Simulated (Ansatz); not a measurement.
Ta4NiO11:

```
CELL_PARAMETERS angstrom
4.77089 0.00000 0.00513
0.00000 5.82454 0.00000
-1.98628 0.00000 7.25051
ATOMIC_POSITIONS crystal
Ta 0.61339 0.50000 0.76042
Ta 0.38661 0.50000 0.23958
Ta 0.16615 0.00000 0.79875
Ta 0.83385 0.00000 0.20125
Ni 0.50000 0.00000 0.50000
O 0.33278 0.79913 0.65053
O 0.66722 0.79913 0.34947
O 0.90047 0.25786 0.80718
O 0.09953 0.25786 0.19282
O 0.66722 0.20087 0.34947
O 0.33278 0.20087 0.65053
O 0.09953 0.74214 0.19282
O 0.90047 0.74214 0.80718
O 0.50000 0.50000 0.00000
O 0.50000 0.00000 0.00000
O 0.50000 0.50000 0.50000
```

The cell was built by a generator and needn't be a form met in nature.

Program: Ansatz 0.2.0. Alike in all runs: potentials or basis Ansatz PAW; cell as given; cutoff (eV) 420; smearing fermi-dirac 0.05 eV.

**Question.** Order these runs on this cell by their band gap on the k mesh, lowest first.
A. level PBE+U; spin collinear, ferromagnetic start; U Ni d U = 8 eV, Ta d U = 8 eV; k mesh 6 × 5 × 4; hubbard projectors ortho-atomic (the default); double counting fll (the default)
B. level PBE; spin non-collinear, ferromagnetic start, SOC; k mesh 4 × 4 × 3; points for each segment of the path 10
C. level PBE+U; spin collinear, ferromagnetic start; U Ni d U = 2 eV, Ta d U = 2 eV; k mesh 6 × 5 × 4; hubbard projectors ortho-atomic (the default); double counting fll (the default)
D. level PBE+U; spin collinear, ferromagnetic start; U Ni d U = 4 eV, Ta d U = 4 eV; k mesh 6 × 5 × 4; hubbard projectors ortho-atomic (the default); double counting fll (the default)
E. level PBE+U; spin collinear, ferromagnetic start; U Ni d U = 6 eV, Ta d U = 6 eV; k mesh 6 × 5 × 4; hubbard projectors ortho-atomic (the default); double counting fll (the default)

**Answer.** B (0.84 eV), C (1.74 eV), D (2.34 eV), E (2.66 eV), A (2.87 eV).

Caveats: the magnetic or orbital state may not be the lowest (some runs); odd divisions of the mesh miss points on the zone boundary, where band edges often lie, so the gap on the mesh can be too wide (some runs); spin-orbit coupling is left out, which moves the levels of the heavy elements (some runs); the density of states is complete only up to the lowest level of the last band computed (some runs); forces of over 1 eV/Å show positions far from the minimum, so gaps and moduli don't describe the material at rest (some runs).

A k mesh can miss the band edges.

Not every run made on this cell is shown here.
